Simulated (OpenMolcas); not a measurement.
# Ti³⁺ with 6 ligands (water): CASSCF and CASPT2 levels and susceptibility

Which state of Ti³⁺ lies lowest among these ligands, how large is the field, and what χT follows?

Program: OpenMolcas 26.06. Level of theory: state-averaged CASSCF and CASPT2, spin-orbit coupling by RASSI with atomic mean-field integrals. These are calculated values, not measurements, unless marked.

## (1) What is computed

* Species: Ti³⁺ (titanium, Z = 22, 19 electrons)
* Basis: ANO-RCC-VTZP [6s5p3d2f1g], 203 functions with the ligands
* Scalar Hamiltonian: DKH2, point nucleus
* Inactive shells: 1s 2s 2p 3s 3p of the metal, and all ligand shells
* Active space: 1 electron in 5 orbitals (3d)
* Some configurations of this space: 3d
* Orbitals: optimised for each spin and parity, averaged over all roots

The outer shells:

3d
```
3d [↑ ][  ][  ][  ][  ]
```

Ti³⁺ is taken with 6 ligands (water) in octahedron coordination (Th) at 1.91 Å. Ligand basis ANO-RCC-VDZP. The distances are assumed, not relaxed.

```xyz
19

Ti    0.0000    0.0000    0.0000
O     1.9100    0.0000    0.0000
H     2.4870    0.7797    0.0000
H     2.4870   -0.7797    0.0000
O     0.0000    1.9100    0.0000
H     0.0000    2.4870    0.7797
H     0.0000    2.4870   -0.7797
O    -1.9100    0.0000    0.0000
H    -2.4870    0.7797    0.0000
H    -2.4870   -0.7797    0.0000
O     0.0000   -1.9100    0.0000
H     0.0000   -2.4870    0.7797
H     0.0000   -2.4870   -0.7797
O     0.0000    0.0000    1.9100
H     0.7797    0.0000    2.4870
H    -0.7797    0.0000    2.4870
O     0.0000    0.0000   -1.9100
H     0.7797    0.0000   -2.4870
H    -0.7797    0.0000   -2.4870
```

Each step is its own input file, run in one work folder so that later steps find the files of earlier ones. Labels, J, g values, rates, χT and fits are worked out afterwards by a script from the matrices that RASSI stores.

## (2) One- and two-electron integrals

The input, a.inp:

```
&GATEWAY
Coord
19

Ti 0.0 0.0 0.0
O 1.910000 0.000000 0.000000
H 2.486978 0.779741 0.000000
H 2.486978 -0.779741 0.000000
O 0.000000 1.910000 0.000000
H 0.000000 2.486978 0.779741
H 0.000000 2.486978 -0.779741
O -1.910000 0.000000 0.000000
H -2.486978 0.779741 0.000000
H -2.486978 -0.779741 0.000000
O 0.000000 -1.910000 0.000000
H 0.000000 -2.486978 0.779741
H 0.000000 -2.486978 -0.779741
O 0.000000 0.000000 1.910000
H 0.779741 0.000000 2.486978
H -0.779741 0.000000 2.486978
O 0.000000 0.000000 -1.910000
H 0.779741 0.000000 -2.486978
H -0.779741 0.000000 -2.486978
Basis=Ti.ANO-RCC-VTZP,H.ANO-RCC-VDZP,O.ANO-RCC-VDZP
Group=XYZ
NoMove
AngMom=0.0 0.0 0.0
AMFI
RICD
&SEWARD
```

Started as:

```bash
OMP_NUM_THREADS=1 MOLCAS_MEM=2457 MOLCAS_PROJECT=a pymolcas a.inp > a.log
```

The log of the run:

```text
Basis set label: TI.ANO-RCC...6S5P3D2F1G.

      Electronic valence basis set:
      ------------------
      Associated Effective Charge  22.000000 au
      Associated Actual Charge     22.000000 au
      Nuclear Model: Point charge

      Shell  nPrim  nBasis  Cartesian Spherical Contaminant
         s      21       6        X
         p      15       5        X
         d      10       3                 X
         f       6       2                 X
         g       4       1                 X
                  Relativistic Douglas-Kroll-Hess integrals:
                    - DKH order of Hamiltonian: 2
                    - DKH order of Properties : 0
                  Atomic mean-field integrals
```

## (3) CASSCF: doublets of even parity, 5 roots

The input, a.inp:

```
&RASSCF
FileOrb=start.orb
Symmetry=1
Spin=2
nActEl=1 0 0
Inactive=18 21
Ras2=5 0
CIRoot=5 5 1
SDav=5
CIMx=300
Iter=150 100
PrWF=0.3
OrbListing=Nothing
MaxOrb=0
LevShft=1.0
>>> COPY $Project.JobIph JOB001
```

start.orb holds start orbitals that the driver prepared beforehand, or those of the step before.

The log of the run, cut to the lines that bear on the results:

```text
[...]
      Number of active orbitals                  5
[...]
      Spin quantum number                      0.5
[...]
      Active orbitals                            5   0
[...]
      Number of CSFs                             5
      Number of root(s) required                 5
[...]
      Convergence after 16 iterations
[...]
      Natural orbitals and occupation numbers for root  1
      sym 1:   1.000000   0.000000  -0.000000  -0.000000   0.000000
      Natural orbitals and occupation numbers for root  2
      sym 1:   0.000000  -0.000000   0.000000   1.000000   0.000000
      Natural orbitals and occupation numbers for root  3
      sym 1:  -0.000000   1.000000   0.000000  -0.000000  -0.000000
::    RASSCF root number  1 Total energy:  -1308.54099253
::    RASSCF root number  2 Total energy:  -1308.54099253
::    RASSCF root number  3 Total energy:  -1308.54099253
::    RASSCF root number  4 Total energy:  -1308.43305794
::    RASSCF root number  5 Total energy:  -1308.43305794
```

## (4) RASSI: spin-orbit coupling between the states

The input, a.inp:

```
&RASSI
NrOfJobIphs=1 5
1 2 3 4 5
IphNames
JOB001
EJob
SpinOrbit
DIPRint=1.0
SOCoupling=1000.0
Subsets=2
Property=9
'ANGMOM' 1 'ANGMOM' 2 'ANGMOM' 3 'MLTPL  1' 1 'MLTPL  1' 2 'MLTPL  1' 3
'AMFI' 1 'AMFI' 2 'AMFI' 3
SOProperty=3
'ANGMOM' 1 'ANGMOM' 2 'ANGMOM' 3
```

The log of the run, cut to the lines that bear on the results:

```text
SPIN-FREE ENERGIES:
  (Shifted by EMIN (a.u.) =      -1308.5409925286)
 SF State       Relative EMIN(au)   Rel lowest level(eV)    D:o, cm**(-1)
     1             0.0000000000        0.0000000000              0.0000
     2             0.0000000000        0.0000000000              0.0000
     3             0.0000000000        0.0000000000              0.0000
     4             0.1079345873        2.9370497445          23688.9038
     5             0.1079345873        2.9370497445          23688.9038
     Dipole printing threshold changed to   1.00000000E+00
Eigenvalues of complex Hamiltonian:
   -----------------------------------
  (Shifted by EMIN (a.u.) =      -1308.5409925286)
 SO State       Relative EMIN(au)   Rel lowest level(eV)    D:o, cm**(-1)
     1            -0.0003111109        0.0000000000              0.0000
     2            -0.0003111109        0.0000000000              0.0000
     3            -0.0003111109        0.0000000000              0.0000
     4            -0.0003111109        0.0000000000              0.0000
     5             0.0006111458        0.0250958815            202.4119
     6             0.0006111458        0.0250958815            202.4119
     7             0.1079401253        2.9456661982          23758.4001
     8             0.1079401253        2.9456661982          23758.4001
     9             0.1079401253        2.9456661982          23758.4001
    10             0.1079401253        2.9456661982          23758.4001
Weights of the five most important spin-orbit-free states for each spin-orbit state.
[...]
```

These steps took 31 s in all on 1 thread of Intel Xeon Platinum 8259CL at 2.50GHz (Skylake/Cascade Lake), shared host.

States without spin-orbit coupling:

```csv
state,degeneracy,E (cm-1)
2T2,3,0
2E,2,23689
```

With spin-orbit coupling:

| E (cm-1) | Degeneracy | Label | 2S+1 | g |
| --- | --- | --- | --- | --- |
| 0.0 | 4 | Γ8 | 2 |  |
| 202.4 | 2 | Γ7 | 2 | 1.94 1.94 1.94 |
| 23758 | 4 | Γ8 | 2 |  |

Principal g values are given for doublets only; a zero marks a field direction without first-order Zeeman splitting.

Powder χT (cm³ K/mol): 0.01 at 2 K, 0.01 at 5 K, 0.03 at 10 K, 0.05 at 20 K, 0.13 at 50 K, 0.24 at 100 K, 0.32 at 150 K, 0.38 at 200 K, 0.42 at 250 K, 0.45 at 300 K.

A ligand-field fit to the states below 45000 cm-1 gives 10Dq = 23689 cm-1, the gap between the two states.

The orbitals of the open shell are 85 to 93 % metal; the Mulliken charge of the metal is +2.92 e.

## (5) CASPT2: IPEA 0.25, imaginary shift 0.1 (closed shells correlated: 3s 3p of the metal, with ligand shells; the Frozen line counts the rest)

The input, a.inp:

```
>>> COPY JOB001 $Project.JobIph
&CASPT2
Multistate=5 1 2 3 4 5
NoMult
Frozen=5 6
IPEA=0.25
Imaginary=0.1
MaxIter=60
WThr=0.0 0.3 0.05
PrWF=0.5
NoMix
```

The log of the run:

```text
Orbital specifications:
      -----------------------

      Symmetry species                           1   2
                                                ag  au
      Frozen orbitals                            5   6
      Inactive orbitals                         13  15
      Active orbitals                            5   0
      Secondary orbitals                        79  80
      Deleted orbitals                           0   0
      Number of basis functions                102 101
Type of calculation                        SS-CASPT2
      Fock operator                              state-specific
      IPEA shift                                 0.25
      Real shift                                 0.00
      Imaginary shift                            0.10
      The input orbitals will be transformed to quasi-canonical
Reference energy:       -1308.5409925286
      E2 (Non-variational):      -1.6450026416
      Shift correction:          -0.0011709825
      E2 (Variational):          -1.6461736242
      Total energy:           -1310.1871661528
      Residual norm:              0.0000001605
      Reference weight:           0.71255
      Contributions to the CASPT2 correlation energy
      Active & Virtual Only:         -0.0000000013
      One Inactive Excited:          -0.0723109093
      Two Inactive Excited:          -1.5726917310
Reference energy:       -1308.5409925286
      E2 (Non-variational):      -1.6457794834
      Shift correction:          -0.0011742614
      E2 (Variational):          -1.6469537447
      Total energy:           -1310.1879462733
      Residual norm:              0.0000001818
      Reference weight:           0.71231
      Contributions to the CASPT2 correlation energy
      Active & Virtual Only:         -0.0000000014
      One Inactive Excited:          -0.0730645527
      Two Inactive Excited:          -1.5727149293
::    CASPT2 Root  1     Total energy:  -1310.18716615
::    CASPT2 Root  2     Total energy:  -1310.18794627
::    CASPT2 Root  3     Total energy:  -1310.18794617
::    CASPT2 Root  4     Total energy:  -1310.07459424
::    CASPT2 Root  5     Total energy:  -1310.07460643
```

This run: 63 s of run time, 1 thread of Intel Xeon Platinum 8259CL at 2.50GHz (Skylake/Cascade Lake), shared host.

SS-CASPT2: lowest energy less the reference's lowest, -1.6467 hartree; reference weights 0.712 to 0.713.

States without spin-orbit coupling:

```csv
state,degeneracy,E (cm-1)
2T2,3,0
2E,2,24819
```

With spin-orbit coupling:

```
E (cm-1)  Degeneracy  Label  2S+1               g
       0           4     Γ8     2                
     200           2     Γ7     2  1.94 1.94 1.94
   24890           4     Γ8     2
```

Powder χT (cm³ K/mol): 0.01 at 2 K, 0.01 at 5 K, 0.03 at 10 K, 0.05 at 20 K, 0.13 at 50 K, 0.24 at 100 K, 0.32 at 150 K, 0.38 at 200 K, 0.42 at 250 K, 0.45 at 300 K.

A ligand-field fit to the states below 45000 cm-1 gives 10Dq = 24819 cm-1, the gap between the two states.

## (6) The methods side by side

A. CASSCF
B. SS-CASPT2, IPEA 0.25, imaginary shift 0.1 (closed shells correlated: 3s 3p of the metal, with ligand shells; the Frozen line counts the rest)

```csv
method,ground state,first state of that spin (cm-1),first gap with spin-orbit (cm-1),χT at 300 K
A,2T2,2E 23690,202.4,0.45
B,2T2,2E 24820,202.4,0.45
```

## (7) Outcome

| quantity | value |
| --- | --- |
| method | SS-CASPT2, IPEA 0.25, imaginary shift 0.1 (closed shells correlated: 3s 3p of the metal, with ligand shells; the Frozen line counts the rest) |
| spin-free ground state | 2T2, 3-fold in its orbital part |
| first state of the same spin within the active space | 2E at 24800 cm⁻¹ |
| lowest level | 4-fold Γ8 |
| next level | 202.4 cm⁻¹ |
| χT at 300 K | 0.45 cm³ K/mol |
| effective moment at 300 K | 1.90 μB |

Cost by method:

```csv
method,time of its own steps,time with the reference
A. CASSCF,31 s,31 s
"B. SS-CASPT2, IPEA 0.25, imaginary shift 0.1, +3s 3p",63 s,94 s
```

Times are of one thread on a shared host.

The spin-free ground state (2T2) is 3-fold and keeps the highest spin of the shell. χT at 300 K is 0.45, against 0.38 cm³ K/mol for the spin alone, so orbital moment adds to it. A ligand-field fit to the states below 45000 cm-1 gives 10Dq = 24819 cm-1, the gap between the two states. CASPT2 does not keep the components of a term degenerate, and the means are used.
